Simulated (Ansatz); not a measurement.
## Co, space group P6_3/mmc: an equation of state with a fit, step by step

Program: Ansatz's Python interface.

The cells in order, each with its output:

**Cell 1**
```python
import ansatz as az
import numpy as np

VECTORS = np.array([
    [2.470562, 0.0, 0.0],
    [-1.235281, 2.139569, 0.0],
    [0.0, 0.0, 8.088234],
])
SITES = [
    ("Co", (0.0, 0.0, 0.0), 2.5),
    ("Co", (1 / 3, 2 / 3, 0.25), 2.5),
    ("Co", (0.0, 0.0, 0.5), 2.5),
    ("Co", (2 / 3, 1 / 3, 0.75), 2.5),
]
```

**Cell 2**
```python
def make_crystal(cell):
    crystal = az.Crystal(lattice=az.Lattice.of(cell))
    for symbol, position, moment in SITES:
        crystal = crystal.atom(symbol, position, moment=moment or None)
    return crystal
```

**Cell 3**
```python
# scale the volume, keep shape and fractions
volumes, energies = [], []
for scale in np.linspace(0.92, 1.08, 7):
    cell = VECTORS * scale ** (1 / 3)
    calc = (
        make_crystal(cell).calculation()
        .pseudopotentials("paw")
        .basis(420)
        .occupations("fermi_dirac", width=0.1)
        .spin("collinear")
        .scf(tolerance=1e-09)
        .kpoints(11, 11, 3)
    )
    data = calc.run().report
    volumes.append(abs(np.linalg.det(cell)) / len(SITES))
    energies.append(data["free_energy_ev"] / len(SITES))
    print(f"V = {volumes[-1]:8.4f} A^3/atom  F = {energies[-1]:.5f} eV/atom")
```
Output:
```text
V =   9.8334 A^3/atom  F = -5126.08050 eV/atom
V =  10.1184 A^3/atom  F = -5126.12105 eV/atom
V =  10.4034 A^3/atom  F = -5126.14644 eV/atom
V =  10.6885 A^3/atom  F = -5126.15886 eV/atom
V =  10.9735 A^3/atom  F = -5126.16027 eV/atom
V =  11.2585 A^3/atom  F = -5126.15232 eV/atom
V =  11.5436 A^3/atom  F = -5126.13647 eV/atom
```

**Cell 4**
```python
# third-order Birch-Murnaghan: a cubic in V^(-2/3)
x = np.array(volumes) ** (-2 / 3)
poly = np.polynomial.Polynomial.fit(x, energies, 3).convert()
roots = poly.deriv().roots()
x0 = min((r.real for r in roots if abs(r.imag) < 1e-9 and poly.deriv(2)(r.real) > 0), key=lambda r: abs(r - x.mean()))
v0 = x0 ** -1.5
b0 = 4 / 9 * poly.deriv(2)(x0) * v0 ** (-7 / 3) * 160.21766
b1 = 4 + 2 / 3 * x0 * poly.deriv(3)(x0) / poly.deriv(2)(x0)
print(f"V0 = {v0:.4f} A^3/atom, B0 = {b0:.1f} GPa, dB/dP = {b1:.2f}")
```
Output:
```text
V0 = 10.8695 A^3/atom, B0 = 212.2 GPa, dB/dP = 5.18
```

A third-order Birch-Murnaghan fit through the 7 points has its minimum at 10.87 Å³ an atom, 1.7 % above the typed cell, with a bulk modulus of 212 GPa and dB/dP = 5.2. From that minimum the energy rises by 80.4 meV an atom on the compressed side and 24.4 meV on the expanded side.

Total energies depend on the potentials; only differences at equal settings carry meaning. The magnetic order follows from the starting moments and needn't be the lowest. Shape and fractional positions are held along the curve, so the bulk modulus is an upper value where they are free to relax. The mesh is modest for a metal, so energies can be off by several to tens of meV an atom and pressures by half a GPa or more; differences at equal mesh fare better. No functional is typed, so the default, PBE, holds. Wall time of the script: 91 s on 1 thread of Arm Neoverse V1, on a shared host, peak memory 0.52 GiB.
